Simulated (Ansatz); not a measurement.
C2H5N2Si, SMILES [C]#C[SiH](N)N: vertical spin-state energies, run with Ansatz's Python interface.

`spin.py`
```python
# -*- coding: utf-8 -*-
"""Vertical spin-state energies of C2H5N2Si."""

import ansatz as az

GEOMETRY = """
C    -2.22300    1.94900   -0.06330
C    -1.31360    1.16680   -0.18030
Si    0.05700   -0.01240   -0.35600
N     1.48510    0.59640    0.53290
N    -0.42800   -1.60080    0.31020
H     0.39290   -0.16150   -1.77980
H     2.25580   -0.08930    0.36970
H     1.77180    1.48720    0.06900
H    -1.28720   -1.89560   -0.20510
H    -0.71090   -1.43980    1.30270
"""


def main():
    molecule = az.Crystal.molecule()
    for line in GEOMETRY.strip().splitlines():
        symbol, *xyz = line.split()
        molecule = molecule.atom(symbol, [float(v) for v in xyz])

    model = molecule.calculation()
    model = model.basis(gaussian="def2-TZVP")
    model = model.functional("r2scan0")
    found = {}
    for unpaired in [1, 3]:
        r = model.spin("collinear", total=unpaired).run(threads=1).report
        s = unpaired / 2
        found[unpaired] = r["free_energy_ev"]
        print(f"2S+1 = {unpaired + 1}: E = {found[unpaired]:.5f} eV, <S^2> = {abs(r['mean_field']['state']['spin_squared']):.3f} (pure state {s * (s + 1):.2f})")
    lowest = min(found, key=found.get)
    for unpaired, e in found.items():
        print(f"multiplicity {unpaired + 1}: {96.485332 * (e - found[lowest]):.1f} kJ/mol above the lowest")


if __name__ == "__main__":
    main()
```

Which spin state is lowest at this geometry, and how far above lie the others?

In order: multiplicity 2 (+0.00 eV) and multiplicity 4 (+4.62 eV), all at the one geometry.

What the script printed:

Output of `python spin.py`:
```text
2S+1 = 2: E = -13007.59055 eV, <S^2> = 0.811 (pure state 0.75)
2S+1 = 4: E = -13002.96830 eV, <S^2> = 3.785 (pure state 3.75)
multiplicity 2: 0.0 kJ/mol above the lowest
multiplicity 4: 446.0 kJ/mol above the lowest
```

Notes:
- Total energies depend on the basis set; only differences at equal settings carry meaning.
- The geometry is a force-field or estimated start, not a minimum of this method, and the basis set is short of its limit. All parts are taken at fixed geometry, without zero-point energy.
- The species is open-shell (spin multiplicity 2).
- The expectation value of S² is noticeably off S(S+1) in at least one run, so that state is spin-contaminated.
- It ran for 110 s on 1 thread of Arm Neoverse V2, with other jobs on the host, peak memory 0.78 GiB.
